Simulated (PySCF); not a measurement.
# CeH9N3 (Ce(NH3)33+): the cost of one run

The runs use PySCF 2.14.0; r2SCAN, Ce lcecp-1-SVP with ECP47, N def2-SVP, H def2-SVP; scalar-relativistic core potentials, no spin–orbit coupling.

2 further runs of the same task are left out: 1 for a known fault of the program, 1 set aside as unsound or not needed.

**1. The system as given**

13 atoms, charge 3, spin multiplicity 1.

Bond lengths: Ce1–N2 2.554 Å, Ce1–N6 2.554 Å, Ce1–N10 2.554 Å, N2–H3 1.037 Å, N2–H4 1.038 Å, N2–H5 1.037 Å, N6–H7 1.037 Å, N6–H8 1.038 Å, N6–H9 1.037 Å, N10–H11 1.037 Å, N10–H12 1.038 Å, N10–H13 1.037 Å. Angles: N2–Ce1–N6 120.0°, N2–Ce1–N10 120.0°, N6–Ce1–N10 120.0°, Ce1–N2–H3 115.8°, Ce1–N2–H4 115.6°, Ce1–N2–H5 115.9°, H3–N2–H4 102.4°, H3–N2–H5 102.6°, H4–N2–H5 102.5°, Ce1–N6–H7 115.8°, Ce1–N6–H8 115.6°, Ce1–N6–H9 115.9°, H7–N6–H8 102.4°, H7–N6–H9 102.6°, H8–N6–H9 102.5°, Ce1–N10–H11 115.8°, Ce1–N10–H12 115.6°, Ce1–N10–H13 115.9° and more.

As a file:

```xyz
13
charge 3, multiplicity 1
Ce    0.0000    0.0000   -0.0101
N     2.5537    0.0008    0.0105
H     3.0007   -0.6539    0.6794
H     3.0092   -0.2523   -0.8869
H     3.0039    0.9054    0.2435
N    -1.2776    2.2111    0.0105
H    -0.9340    2.9256    0.6794
H    -1.2861    2.7322   -0.8869
H    -2.2861    2.1488    0.2435
N    -1.2761   -2.2120    0.0105
H    -2.0666   -2.2717    0.6794
H    -1.7231   -2.4799   -0.8869
H    -0.7178   -3.0542    0.2435
```

Formal oxidation states: Ce +3. Each metal's 1 4f electrons lie in its core potential, so multiplicities, spins and levels count the valence alone. An earlier session relaxed this geometry at r2SCAN, Ce lcecp-1-SVP with ECP47, N def2-SVP, H def2-SVP (singlet, point group C3).

Its energy there is -200.700126 Eh.

**2. Atoms moved at random, σ = 0.06 Å**

run.py (the lines that set the calculation)

```python
mol = gto.M(atom='''
Ce    -0.05765     0.02730    -0.02883
N      2.58284     0.18201    -0.00129
H      3.12098    -0.75065     0.63538
H      2.97000    -0.26114    -0.83608
H      3.04545     0.84331     0.24606
N     -1.31178     2.17940    -0.08007
H     -0.93855     2.87815     0.75522
H     -1.25683     2.83643    -0.84743
H     -2.39863     2.27107     0.27926
N     -1.25119    -2.26767    -0.04745
H     -2.03573    -2.35775     0.72036
H     -1.75680    -2.51404    -0.88004
H     -0.71211    -3.06643     0.21448''',
    basis={'Ce': 'lcecp-1-SVP', 'N': 'def2-SVP', 'H': 'def2-SVP'},
    ecp={'Ce': 'lcecp-1-SVP'},
    charge=3, spin=0)
mf = dft.RKS(mol, xc='R2SCAN')
mf.grids.atom_grid = (50, 194)  # f atoms: unpruned, at least (60, 302)
mf = mf.density_fit()  # fitting sets: Ce AutoAux, N def2-universal-JKFIT, H def2-universal-JKFIT
mf.conv_tol = 1e-08; mf.max_cycle = 55
mf.kernel(dm0)  # dm0: the density of the relaxed state
```

Started as:

```bash
> OMP_NUM_THREADS=2 python run.py
```

**Question.** How long does this run take on 2 threads of Arm Neoverse V1, shared host?

About 11 s.
